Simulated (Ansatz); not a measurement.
# CdFHO: a ladder of functionals and wavefunction methods

An exercise on one series of results from a longer session: the logs are not shown, and one member is left open.

Method: functionals in def2-TZVPP, the program's frozen cores in correlated methods; program: Ansatz 0.2.0, Gaussian basis.

Plan: LDA (SPW92), PBE-D4, revPBE-D4, BLYP-D4, r2SCAN-D4, B97M-V, PBE0-D4, B3LYP-D4, r2SCANh-D4, r2SCAN0-D4, HSE06-D4, BHLYP-D4, CAM-B3LYP-D4, LC-ωPBE, ωB97X-V, ωB97M-V, B2PLYP, PBE-QIDH; CCSD(T)/def2-SVP; CCSD(T)/def2-TZVPP; CCSD(T)/def2-QZVPP; extrapolation to the limit; RPA on PBE.

### The relaxed structure

An earlier PBE0-D4 in a triple-zeta def2 set relaxation fixed the geometry. Cd takes the def2 core potential; no spin-orbit term is included.

SMILES `[OH][Cd][F]`, 4 atoms, charge 0, spin multiplicity 1.

Atoms are counted from 1 here; the program's logs count them from 0.

Bond lengths: O1–Cd2 1.952 Å, O1–H4 0.960 Å, Cd2–F3 1.928 Å. Angles: Cd2–O1–H4 112.1°, O1–Cd2–F3 176.3°.

As a file:

```xyz
4
charge 0, multiplicity 1
O    -0.8557    0.7066   -0.7969
Cd    0.5722   -0.1961    0.1812
F     2.0655   -1.0265    1.0745
H    -1.7266    0.4557   -0.4792
```

The first run:

The input, in.yaml:

```yaml
crystal:
  periodic: [false, false, false]
  atoms:
    - {symbol: O, position_ang: [-0.855705, 0.706582, -0.796878]}
    - {symbol: Cd, position_ang: [0.572245, -0.196084, 0.181218]}
    - {symbol: F, position_ang: [2.065513, -1.026487, 1.074512]}
    - {symbol: H, position_ang: [-1.726554, 0.455689, -0.479151]}
basis:
  gaussian: {orbitals: def2-TZVPP}
hamiltonian: {xc: lda}
output: {orbitals: {seedname: orbitals}}
```

On the command line:

```sh
$ ansatz run in.yaml --threads 2 --pin off --events-out ev --progress --plain --max-ram 32768MiB --backend cpu
```

Among the steps run: LDA; PBE-D4 (GGA); revPBE-D4 (GGA); BLYP-D4 (GGA); r2SCAN-D4 (meta-GGA); B97M-V (meta-GGA); PBE0-D4 (hybrid); B3LYP-D4 (hybrid); r2SCANh-D4 (hybrid); r2SCAN0-D4 (hybrid); HSE06-D4 (hybrid); BHLYP-D4 (hybrid); CAM-B3LYP-D4 (range-separated); LC-ωPBE (range-separated); ωB97X-V (range-separated); ωB97M-V (range-separated); B2PLYP (double hybrid); PBE-QIDH (double hybrid).

One of the session's tables, all rows but one given; the rest of the session is left out.

It belongs to the step «Frontier levels by functional». 

```
  functional  HOMO (eV)  LUMO (eV)  gap (eV)
 LDA (SPW92)          ?          ?         ?
      PBE-D4      -6.83      -2.79      4.05
   revPBE-D4      -6.73      -2.67      4.06
     BLYP-D4      -6.78      -2.82      3.96
   r2SCAN-D4      -7.16      -2.52      4.64
      B97M-V      -7.22      -2.67      4.55
     PBE0-D4      -8.48      -1.86      6.62
    B3LYP-D4      -8.26      -2.25      6.01
  r2SCANh-D4      -7.78      -2.18      5.60
  r2SCAN0-D4      -8.73      -1.70      7.03
    HSE06-D4      -8.07      -2.23      5.84
    BHLYP-D4     -10.11      -1.13      8.98
CAM-B3LYP-D4     -10.02      -1.01      9.01
     LC-ωPBE     -11.30       0.35     11.65
     ωB97X-V     -10.97       0.17     11.14
     ωB97M-V     -10.93      -0.10     10.83
```

**Question.** Estimate the row for LDA (SPW92).

**Answer.** HOMO (eV): -7.12; LUMO (eV): -3.10; gap (eV): 4.03. In the column «HOMO (eV)» it lies between r2SCAN-D4 (-7.16) and PBE-D4 (-6.83).
